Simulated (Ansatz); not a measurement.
# WC+ (sextet): from Hartree-Fock to the top rungs, def2-TZVPP

One table from this session's results is given with a row withheld; the runs are named, their logs left out.

The runs use Ansatz 0.2.0, Gaussian basis; def2-TZVPP, core rule «outside noble gas», up to 5 orbitals frozen.

The runs, in order: UHF; ROHF; CCSD(T) on UHF.

**The geometry**

The geometry is a PBE0/def2-TZVP stationary point (not a proven minimum) of the parent state, kept for this charge and spin. No spin-orbit coupling is included. Elements past krypton take def2 core potentials.

2 atoms, charge 1, spin multiplicity 6.

Atoms are counted from 1 here; the program's logs count them from 0.

Bond lengths: W1–C2 1.724 Å.

The first run:

File in.yaml:

```yaml
crystal:
  periodic: [false, false, false]
  atoms:
    - {symbol: W, position_ang: [0.000000, 0.000000, 0.000000]}
    - {symbol: C, position_ang: [0.000000, 0.000000, 1.723600]}
basis:
  gaussian: {orbitals: def2-TZVPP}
total_charge: 1
magnetization: {spin_polarized: true, initial_magnetization: 5}
hamiltonian: {xc: hf}
output: {orbitals: {seedname: orbitals}}
```

Run with:

```bash
$ ansatz run in.yaml --threads 1 --pin off --events-out ev --progress --plain --max-ram 2816MiB --backend cpu
```

Steps of the session up to this table: UHF; ROHF; CCSD(T) on UHF.

One table of the session follows, with a row left open; its other results are not shown here.

It belongs to the step «Misses and costs». 

```
  method  from UCCSD(T) (kcal/mol)
    ROHF                   +160.33
     UHF                         ?
    UMP2                    +24.71
   UCCSD                     +8.69
UCCSD(T)                         0
```

**Question.** Estimate the row for UHF.

As computed: from UCCSD(T) (kcal/mol): +152.60. In the column «from UCCSD(T) (kcal/mol)» it lies between UMP2 (+24.71) and ROHF (+160.33).
